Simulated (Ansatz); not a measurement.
# Ge (Germanium): how the settings move a relaxation

Question: which choices in the input matter for Ge (Germanium)?

Computed with Ansatz 0.2.0 (reference: DFT, r2SCAN, PAW with Ansatz's default frozen-core files, scalar-relativistic; relaxation of cell and atoms, unless a step's input says otherwise).

## Step 1: The structure to begin with

It takes space group Fd-3m (No. 227, cubic). The conventional cell has a = 5.658 Å, b = 5.658 Å, c = 5.658 Å, α = 90.00°, β = 90.00°, γ = 90.00°. Ge (site symmetry -43m) is surrounded by 4 Ge at 2.45 Å.

Coordinates:

```
Ge
1.0
     0.00000    2.82891    2.82891
     2.82891    0.00000    2.82891
     2.82891    2.82891    0.00000
Ge
2
Direct
  0.50000 0.50000 0.50000
  0.75000 0.75000 0.75000
```

## Step 2: The reference run

input.yaml reads:

```yaml
crystal:
  lattice:
    - [0.0, 2.82891, 2.82891]
    - [2.82891, 0.0, 2.82891]
    - [2.82891, 2.82891, 0.0]
  atoms:
    - { symbol: Ge, position: [0.5, 0.5, 0.5] }
    - { symbol: Ge, position: [0.75, 0.75, 0.75] }
kpoints:
  mp_grid: { grid: [14, 14, 14] }
scf:
  occupations: { method: fermi_dirac, width: 0.1 }
hamiltonian:
  xc: r2scan
  pseudopotentials: { kind: paw }
relax:
  f_tol: 0.002
  max_steps: 80
  cell: {}
output:
  forces: true
  stress: true
```

Started as:

```sh
$ ansatz run input.yaml --threads 1 --pin off --max-ram 2560MiB --backend cpu --events-out ev --progress --plain --runs-dir out
```

## Step 3: The same system, input altered

Edit input.yaml of step 2 so:

```diff
@@ -11,3 +11,5 @@
 scf:
-  occupations: { method: fermi_dirac, width: 0.1 }
+  occupations: { method: fixed }
+  algorithm: direct_min
+  n_extra_bands: 16
 hamiltonian:
```

(Steps that only read results are left out.)

**Question.** What will these runs give? Wanted: for each run, ending; energy change; pressure; gap; force.

As calculated:

| run | ending | energy change | pressure (GPa) | gap (eV) | force (eV/Å) | cycles | time |
| --- | --- | --- | --- | --- | --- | --- | --- |
| reference | converged | 0 | 0.0 | 0.35 | 0.00 | 19 | 31 s |
| 1: occupations.method fixed, scf.algorithm direct_min, n_extra_bands 16 | converged | -0.1 meV/atom (σ→0) | 0.0 | 0.35 | 0.00 | 14 | 89 s |

What this shows: Changing the smearing, solver and band count hardly moves the energy: -0.1 meV/atom. Cost: 14 SCF cycles against 19, 89 s against 31 s.

These are semilocal Kohn-Sham gaps, which aren't the measured quantity. Such gaps usually fall short of the measured ones.
